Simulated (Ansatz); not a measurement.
This was printed by a script on Ansatz 0.2.0, Python API, for a convergence test of the plane-wave cutoff of Al4SiPd, space group R-3m. What did the script look like? Use (first run): LDA, PAW, cutoff 250 eV, 7×7×7 k-points, cold smearing of 0.05 eV. The script varies cutoff (eV): 250, 325, 400, 475.

Input file `al4sipd.extxyz`:
```text
6
Lattice="2.12242998 1.22538552 6.89343171 -2.12242998 1.22538552 6.89343171 0.0 -2.45077104 6.89343171" Properties=species:S:1:pos:R:3 pbc="T T T"
Al    0.00000000    0.00000000   13.02081013
Al   -0.00000000    0.00000000    2.48508902
Al    0.00000000    0.00000000   18.19520609
Al   -0.00000000    0.00000000    7.65948498
Si    0.00000000    0.00000000   10.34014756
Pd    0.00000000    0.00000000    0.00000000
```

```console
$ python ecut.py
 cutoff (eV)  F/atom (eV)  iterations  P (GPa)  plane waves
         250  -1584.01951           7 -4.05307         1007
         325  -1584.42087           7 -4.35054         1443
         400  -1584.44396           7 -4.61832         1919
         475  -1584.44489           7 -4.62444         2497
250: +425.38 meV/atom
325: +24.01 meV/atom
400: +0.93 meV/atom  (within 2 meV)
```

The script that was run (others could print the same):

The script, `ecut.py`:
```python
import warnings

import ansatz as az
import pandas as pd

warnings.simplefilter("ignore", az.DeckWarning)

al4sipd = az.Crystal.from_extxyz("al4sipd.extxyz")

base = al4sipd.calculation()
base = base.functional("lda")
base = base.kpoints(mesh=(7, 7, 7))
base = base.occupations("Marzari-Vanderbilt", width=0.05).stress()

rows = []
for value in [250, 325, 400, 475]:
    data = base.basis(value).run(threads=1).report
    rows.append((value, data["free_energy_ev"] / len(data["lattice"]["sites"]), data["n_iterations"], sum(data["stress_gpa"][i][i] for i in range(3)) / 3, data["n_pw"]))

table = pd.DataFrame(rows, columns=["cutoff (eV)", "F/atom (eV)", "iterations", "P (GPa)", "plane waves"])
print(table.round(5).to_string(index=False))

for row in rows[:-1]:
    shift = 1000 * (row[1] - rows[-1][1])
    print(f"{row[0]}: {shift:+.2f} meV/atom" + ("  (within 2 meV)" if abs(shift) < 2 else ""))
```

From 400 eV on it stays within 2 meV an atom of the value at 475 eV; the first row (250 eV) is off by 425.4 meV and the last but one by 0.93 meV. The energy falls steadily, as expected when plane waves are added. The pressure moves from -4.05 to -4.62 GPa (the program's stress holds a Pulay correction, so it settles early). The last run costs about 2.2 times the first.

Reading the output:
- The run is spin-unpolarised.
- The mesh is modest for a metal, so energies can be off by several to tens of meV an atom and pressures by half a GPa or more; differences at equal mesh fare better.
- Pressure is positive in compression.
- This cell is a computed structure, which may not be the phase found in nature.
- Shifts are counted from the last row, which is itself no proven limit.
- The script silences the warnings on its input, which a real study should read.
- Wall time of the script: 18 s on 1 thread of Arm Neoverse V2 (shared host), peak memory 0.52 GiB.
